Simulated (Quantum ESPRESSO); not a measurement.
# MnPt2 (P-3m1) in Quantum ESPRESSO: a series of runs

Runs on MnPt2. Level: PBEsol. Tasks: band structure.

Everything below comes from runs of Quantum ESPRESSO 7.5. Logs are shortened: lines on timing, memory, paths and dates and some standing lists are left out, and cuts for length are marked.

**1. The structure**

The structure is trigonal, space group P-3m1 (No. 164). The conventional cell has a = 2.858 Å, b = 2.858 Å, c = 6.533 Å, α = 90.00°, β = 90.00°, γ = 120.00°. Pt (site symmetry 3m) has 3 Mn at 2.64 Å and 9 Pt at 2.86 to 2.91 Å as nearest neighbours. Around Mn (site symmetry -3m) lie 6 Pt at 2.64 Å and 6 Mn at 2.86 Å.

The cell comes from a database or a generator and needn't be the stable form of this composition.

**2. Band structure, PBEsol, collinear spin, ferromagnetic start**

pw.in reads:

```
&CONTROL
  calculation = 'scf'
  prefix = 'pwscf'
  outdir = './tmp'
  pseudo_dir = './pseudo'
  tprnfor = .true.
  tstress = .true.
  disk_io = 'low'
/
&SYSTEM
  ibrav = 0
  celldm(1) = 8
  nat = 3
  ntyp = 2
  ecutwfc = 45
  ecutrho = 360
  nbnd = 36
  occupations = 'smearing'
  smearing = 'fd'
  degauss = 0.00367493
  nspin = 2
  starting_magnetization(1) = 0
  starting_magnetization(2) = 0.2667
/
&ELECTRONS
  conv_thr = 6d-10
  electron_maxstep = 120
  mixing_beta = 0.3
/
ATOMIC_SPECIES
Pt   195.0840 pt_pbesol_v1.4.uspp.F.UPF
Mn    54.9380 mn_pbesol_v1.5.uspp.F.UPF
CELL_PARAMETERS alat
  0.6752001959141   0.0000000000000   0.0000000000000
 -0.3376000979571   0.5847405223138   0.0000000000000
  0.0000000000000   0.0000000000000   1.5430804335028
ATOMIC_POSITIONS crystal
Pt     0.6666666667    0.3333333333    0.3162060000
Pt     0.3333333333    0.6666666667    0.6837940000
Mn     0.0000000000    0.0000000000    0.0000000000
K_POINTS automatic
11 11 4 0 0 0
```

bands.in reads:

```
&CONTROL
  calculation = 'bands'
  prefix = 'pwscf'
  outdir = './tmp'
  pseudo_dir = './pseudo'
  disk_io = 'low'
  verbosity = 'high'
/
&SYSTEM
  ibrav = 0
  celldm(1) = 8
  nat = 3
  ntyp = 2
  ecutwfc = 45
  ecutrho = 360
  nbnd = 36
  occupations = 'smearing'
  smearing = 'fd'
  degauss = 0.00367493
  nspin = 2
  starting_magnetization(1) = 0
  starting_magnetization(2) = 0.2667
/
&ELECTRONS
  conv_thr = 1d-08
  electron_maxstep = 120
  mixing_beta = 0.3
  diago_full_acc = .true.
  startingwfc = 'random'
/
ATOMIC_SPECIES
Pt   195.0840 pt_pbesol_v1.4.uspp.F.UPF
Mn    54.9380 mn_pbesol_v1.5.uspp.F.UPF
CELL_PARAMETERS alat
  0.6752001959141   0.0000000000000   0.0000000000000
 -0.3376000979571   0.5847405223138   0.0000000000000
  0.0000000000000   0.0000000000000   1.5430804335028
ATOMIC_POSITIONS crystal
Pt     0.6666666667    0.3333333333    0.3162060000
Pt     0.3333333333    0.6666666667    0.6837940000
Mn     0.0000000000    0.0000000000    0.0000000000
K_POINTS crystal
60
 0.0000000000  0.0000000000  0.0000000000 1
 0.0625000000  0.0000000000  0.0000000000 1
 0.1250000000  0.0000000000  0.0000000000 1
 0.1875000000  0.0000000000  0.0000000000 1
 0.2500000000  0.0000000000  0.0000000000 1
 0.3125000000  0.0000000000  0.0000000000 1
 0.3750000000  0.0000000000  0.0000000000 1
 0.4375000000  0.0000000000  0.0000000000 1
 0.5000000000  0.0000000000  0.0000000000 1
 0.4583333333  0.0833333333  0.0000000000 1
 0.4166666667  0.1666666667  0.0000000000 1
 0.3750000000  0.2500000000  0.0000000000 1
 0.3333333333  0.3333333333  0.0000000000 1
 0.3000000000  0.3000000000  0.0000000000 1
 0.2666666667  0.2666666667  0.0000000000 1
 0.2333333333  0.2333333333  0.0000000000 1
 0.2000000000  0.2000000000  0.0000000000 1
 0.1666666667  0.1666666667  0.0000000000 1
 0.1333333333  0.1333333333  0.0000000000 1
 0.1000000000  0.1000000000  0.0000000000 1
 0.0666666667  0.0666666667  0.0000000000 1
 0.0333333333  0.0333333333  0.0000000000 1
 0.0000000000  0.0000000000  0.0000000000 1
 0.0000000000  0.0000000000  0.1666666667 1
 0.0000000000  0.0000000000  0.3333333333 1
 0.0000000000  0.0000000000  0.5000000000 1
 0.0555555556  0.0000000000  0.5000000000 1
 0.1111111111  0.0000000000  0.5000000000 1
 0.1666666667  0.0000000000  0.5000000000 1
 0.2222222222  0.0000000000  0.5000000000 1
 0.2777777778  0.0000000000  0.5000000000 1
 0.3333333333  0.0000000000  0.5000000000 1
 0.3888888889  0.0000000000  0.5000000000 1
 0.4444444444  0.0000000000  0.5000000000 1
 0.5000000000  0.0000000000  0.5000000000 1
 0.4666666667  0.0666666667  0.5000000000 1
 0.4333333333  0.1333333333  0.5000000000 1
 0.4000000000  0.2000000000  0.5000000000 1
 0.3666666667  0.2666666667  0.5000000000 1
 0.3333333333  0.3333333333  0.5000000000 1
 0.3055555556  0.3055555556  0.5000000000 1
 0.2777777778  0.2777777778  0.5000000000 1
 0.2500000000  0.2500000000  0.5000000000 1
 0.2222222222  0.2222222222  0.5000000000 1
 0.1944444444  0.1944444444  0.5000000000 1
 0.1666666667  0.1666666667  0.5000000000 1
 0.1388888889  0.1388888889  0.5000000000 1
 0.1111111111  0.1111111111  0.5000000000 1
 0.0833333333  0.0833333333  0.5000000000 1
 0.0555555556  0.0555555556  0.5000000000 1
 0.0277777778  0.0277777778  0.5000000000 1
 0.0000000000  0.0000000000  0.5000000000 1
 0.5000000000  0.0000000000  0.5000000000 1
 0.5000000000  0.0000000000  0.3333333333 1
 0.5000000000  0.0000000000  0.1666666667 1
 0.5000000000  0.0000000000  0.0000000000 1
 0.3333333333  0.3333333333  0.0000000000 1
 0.3333333333  0.3333333333  0.1666666667 1
 0.3333333333  0.3333333333  0.3333333333 1
 0.3333333333  0.3333333333  0.5000000000 1
```

Potentials or basis: GBRV 1.5 PBEsol.

Run with:

```bash
$ OMP_NUM_THREADS=1 mpirun -n 2 pw.x -nk 2 -in pw.in > pw.out
$ OMP_NUM_THREADS=1 mpirun -n 2 pw.x -nk 2 -in bands.in > bands.out
```

pw.out:

```text
This program is part of the open-source Quantum ESPRESSO suite
     for quantum simulation of materials; please cite
[... 6 lines left out ...]
     using ibrav=0 with symmetry is DISCOURAGED, use correct ibrav instead

     K-points division:     npool     =       2
     Subspace diagonalization in iterative solution of the eigenvalue problem:
     a serial algorithm will be used

     G-vector sticks info
     --------------------
     sticks:   dense  smooth     PW     G-vecs:    dense   smooth      PW
     Sum         733     361    121                35979    12713    2213

     Using Slab Decomposition

     bravais-lattice index     =            0
     lattice parameter (alat)  =       8.0000  a.u.
     unit-cell volume          =     311.9279 (a.u.)^3
     number of atoms/cell      =            3
     number of atomic types    =            2
     number of electrons       =        47.00
     number of Kohn-Sham states=           36
     kinetic-energy cutoff     =      45.0000  Ry
     charge density cutoff     =     360.0000  Ry
     scf convergence threshold =      6.0E-10
     mixing beta               =       0.3000
     number of iterations used =            8  plain     mixing
     Exchange-correlation= SLA  PW   PSX  PSC
                           (   1   4  10   8   0   0   0)

     celldm(1)=   8.000000  celldm(2)=   0.000000  celldm(3)=   0.000000
     celldm(4)=   0.000000  celldm(5)=   0.000000  celldm(6)=   0.000000

     crystal axes: (cart. coord. in units of alat)
               a(1) = (   0.675200   0.000000   0.000000 )
               a(2) = (  -0.337600   0.584741   0.000000 )
               a(3) = (   0.000000   0.000000   1.543080 )

     reciprocal axes: (cart. coord. in units 2 pi/alat)
               b(1) = (  1.481042  0.855080 -0.000000 )
               b(2) = (  0.000000  1.710160  0.000000 )
               b(3) = (  0.000000 -0.000000  0.648054 )

     PseudoPot. # 1 for Pt read from file:
     pt_pbesol_v1.4.uspp.F.UPF
     Pseudo is Ultrasoft + core correction, Zval = 16.0
     Generated by new atomic code, or converted to UPF format
     Using radial grid of  985 points,  6 beta functions with:
                l(1) =   0
                l(2) =   0
                l(3) =   1
                l(4) =   1
                l(5) =   2
                l(6) =   2
     Q(r) pseudized with  8 coefficients,  rinner =    1.300   1.300   1.300
                                                       1.300   1.300

     PseudoPot. # 2 for Mn read from file:
     mn_pbesol_v1.5.uspp.F.UPF
     Pseudo is Ultrasoft + core correction, Zval = 15.0
     Generated by new atomic code, or converted to UPF format
     Using radial grid of  859 points,  6 beta functions with:
                l(1) =   0
                l(2) =   0
                l(3) =   1
                l(4) =   1
                l(5) =   2
                l(6) =   2
     Q(r) pseudized with  8 coefficients,  rinner =    0.950   0.950   0.950
                                                       0.950   0.950

     atomic species   valence    mass     pseudopotential
     Pt               16.00   195.08400     Pt( 1.00)
     Mn               15.00    54.93800     Mn( 1.00)

     Starting magnetic structure
     atomic species   magnetization
     Pt              0.000
     Mn              0.267

     12 Sym. Ops., with inversion, found

   Cartesian axes

     site n.     atom                  positions (alat units)
         1        Pt     tau(   1) = (   0.3376001   0.1949135   0.4879313  )
         2        Pt     tau(   2) = (  -0.0000000   0.3898270   1.0551491  )
         3        Mn     tau(   3) = (   0.0000000   0.0000000   0.0000000  )

     number of k points=    58  Fermi-Dirac smearing, width (Ry)=  0.0037
                       cart. coord. in units 2pi/alat
        k(    1) = (   0.0000000   0.0000000   0.0000000), wk =   0.0020661
        k(    2) = (   0.0000000   0.0000000   0.1620136), wk =   0.0041322
        k(    3) = (   0.0000000   0.0000000  -0.3240272), wk =   0.0020661
[... 52 lines left out ...]

     negative rho (up, down):  1.749E-01 1.731E-01

     total energy              =    -632.20141184 Ry
     estimated scf accuracy    <       0.07494873 Ry

     total magnetization       =     4.06 Bohr mag/cell
     absolute magnetization    =     4.11 Bohr mag/cell

     iteration #  5     ecut=    45.00 Ry     beta= 0.30
     Davidson diagonalization with overlap
     ethr =  1.59E-04,  avg # of iterations =  2.4

     negative rho (up, down):  1.744E-01 1.703E-01

     total energy              =    -632.20919111 Ry
     estimated scf accuracy    <       0.00927371 Ry

     total magnetization       =     4.11 Bohr mag/cell
     absolute magnetization    =     4.16 Bohr mag/cell

     iteration #  6     ecut=    45.00 Ry     beta= 0.30
     Davidson diagonalization with overlap
     ethr =  1.97E-05,  avg # of iterations =  3.8

     negative rho (up, down):  1.746E-01 1.702E-01

     total energy              =    -632.21139153 Ry
     estimated scf accuracy    <       0.00240140 Ry

     total magnetization       =     4.35 Bohr mag/cell
     absolute magnetization    =     4.43 Bohr mag/cell
[... 67 lines left out ...]
     total energy              =    -632.21236551 Ry
     estimated scf accuracy    <       0.00000042 Ry

     total magnetization       =     4.55 Bohr mag/cell
     absolute magnetization    =     4.64 Bohr mag/cell

     iteration # 13     ecut=    45.00 Ry     beta= 0.30
     Davidson diagonalization with overlap
     ethr =  9.02E-10,  avg # of iterations =  1.5

     negative rho (up, down):  1.755E-01 1.693E-01

     total energy              =    -632.21236555 Ry
     estimated scf accuracy    <       0.00000008 Ry

     total magnetization       =     4.55 Bohr mag/cell
     absolute magnetization    =     4.65 Bohr mag/cell

     iteration # 14     ecut=    45.00 Ry     beta= 0.30
     Davidson diagonalization with overlap
     ethr =  1.71E-10,  avg # of iterations =  2.0

     negative rho (up, down):  1.755E-01 1.693E-01

     total energy              =    -632.21236557 Ry
     estimated scf accuracy    <       0.00000003 Ry

     total magnetization       =     4.55 Bohr mag/cell
     absolute magnetization    =     4.65 Bohr mag/cell

     iteration # 15     ecut=    45.00 Ry     beta= 0.30
     Davidson diagonalization with overlap
     ethr =  5.64E-11,  avg # of iterations =  1.5

     negative rho (up, down):  1.755E-01 1.693E-01

     total energy              =    -632.21236558 Ry
     estimated scf accuracy    <          1.8E-09 Ry

     total magnetization       =     4.55 Bohr mag/cell
     absolute magnetization    =     4.65 Bohr mag/cell

     iteration # 16     ecut=    45.00 Ry     beta= 0.30
     Davidson diagonalization with overlap
     ethr =  3.78E-12,  avg # of iterations =  2.9

     negative rho (up, down):  1.755E-01 1.693E-01

     Magnetic moment per site  (integrated on atomic sphere of radius R)
     atom   1 (R=0.258)  charge= 13.5945  magn=  0.3113
     atom   2 (R=0.258)  charge= 13.5945  magn=  0.3113
     atom   3 (R=0.258)  charge= 13.4893  magn=  3.7403

     End of self-consistent calculation

     Number of k-points >= 100: set verbosity='high' to print the bands.

     the Fermi energy is    19.0023 ev

!    total energy              =    -632.21236558 Ry
     estimated scf accuracy    <          3.0E-10 Ry
     smearing contrib. (-TS)   =      -0.00143525 Ry
     internal energy E=F+TS    =    -632.21093033 Ry

     The total energy is F=E-TS. E is the sum of the following terms:
     one-electron contribution =    -151.95770104 Ry
     hartree contribution      =     110.10819054 Ry
     xc contribution           =    -139.68635511 Ry
     ewald contribution        =    -450.67506472 Ry

     total magnetization       =     4.55 Bohr mag/cell
     absolute magnetization    =     4.65 Bohr mag/cell

     convergence has been achieved in  16 iterations

     negative rho (up, down):  1.755E-01 1.693E-01

     Forces acting on atoms (cartesian axes, Ry/au):

     atom    1 type  1   force =     0.00000000    0.00000000    0.00161843
     atom    2 type  1   force =    -0.00000000    0.00000000   -0.00161843
     atom    3 type  2   force =    -0.00000000    0.00000000    0.00000000

     Total force =     0.002289     Total SCF correction =     0.000083

     Computing stress (Cartesian axis) and pressure

     negative rho (up, down):  1.755E-01 1.693E-01
          total   stress  (Ry/bohr**3)                   (kbar)     P=      -97.11
  -0.00072507  -0.00000000   0.00000000         -106.66       -0.00        0.00
  -0.00000000  -0.00072507   0.00000000           -0.00     -106.66        0.00
   0.00000000  -0.00000000  -0.00053025            0.00       -0.00      -78.00

=------------------------------------------------------------------------------=
   JOB DONE.
=------------------------------------------------------------------------------=
```

Run time: 98 s. Hardware: 2 MPI ranks of Intel Xeon Platinum 8559C (Emerald Rapids), shared host; peak memory 0.34 GiB.

What came out:

```
Free energy                                           : -8601.6874 eV
Pressure                                              : -9.7 GPa
Largest force                                         : 0.042 eV/Å
Band gap on the k mesh                                : none (metal or under the smearing width)
Net moment                                            : 4.55 μB per cell
Absolute moment                                       : 4.65 μB per cell
Site moments                                          : Pt +0.31; Mn +3.74 μB
Valence electrons inside the program's atomic spheres : Pt 13.59; Mn 13.49
```

Forces in eV/Å, atoms in the order of the input:
```
Pt   0.000  0.000  0.042
Pt   0.000  0.000 -0.042
Mn   0.000  0.000  0.000
```

Levels at the corners of the path, in eV from the Fermi level:
Spin up:
```csv
point,band 24,band 25,band 26,band 27,band 28,band 29
Γ,-1.57,-1.08,-1.08,-0.82,-0.82,9.99
M,-0.19,0.17,1.50,1.66,1.95,5.65
K,-0.89,-0.89,3.07,3.07,4.42,7.12
Γ,-1.57,-1.08,-1.08,-0.82,-0.82,9.99
A,-1.74,-1.74,-0.14,-0.14,0.16,6.02
L,-0.35,-0.14,-0.09,1.84,2.58,4.80
H,-0.37,-0.37,3.83,3.83,4.82,4.82
A,-1.74,-1.74,-0.14,-0.14,0.16,6.02
L,-0.35,-0.14,-0.09,1.84,2.58,4.80
M,-0.19,0.17,1.50,1.66,1.95,5.65
K,-0.89,-0.89,3.07,3.07,4.42,7.12
H,-0.37,-0.37,3.83,3.83,4.82,4.82
```
Spin down:
```
point  band 18  band 19  band 20  band 21  band 22  band 23  band 24  band 25  band 26  band 27
    Γ    -2.78    -2.37    -1.86    -1.86    -0.89    -0.89     0.72     1.37     1.37     2.24
    M    -1.73    -1.11     0.06     0.12     0.14     1.65     1.91     2.43     2.50     2.86
    K    -2.05    -2.05    -1.80     0.79     0.79     1.38     1.38     2.30     3.99     3.99
    Γ    -2.78    -2.37    -1.86    -1.86    -0.89    -0.89     0.72     1.37     1.37     2.24
    A    -3.05    -1.56    -1.56    -1.40    -1.40     0.29     0.47     1.42     1.42     2.41
    L    -1.24    -0.82    -0.44     0.05     0.16     0.71     1.48     1.98     2.86     3.00
    H    -2.29    -2.29    -1.90     0.94     0.94     1.20     1.20     2.53     5.36     5.36
    A    -3.05    -1.56    -1.56    -1.40    -1.40     0.29     0.47     1.42     1.42     2.41
    L    -1.24    -0.82    -0.44     0.05     0.16     0.71     1.48     1.98     2.86     3.00
    M    -1.73    -1.11     0.06     0.12     0.14     1.65     1.91     2.43     2.50     2.86
    K    -2.05    -2.05    -1.80     0.79     0.79     1.38     1.38     2.30     3.99     3.99
    H    -2.29    -2.29    -1.90     0.94     0.94     1.20     1.20     2.53     5.36     5.36
```

Caveat: spin-orbit coupling is left out, which moves the levels of the heavy elements.

[end of part 1 of 2]
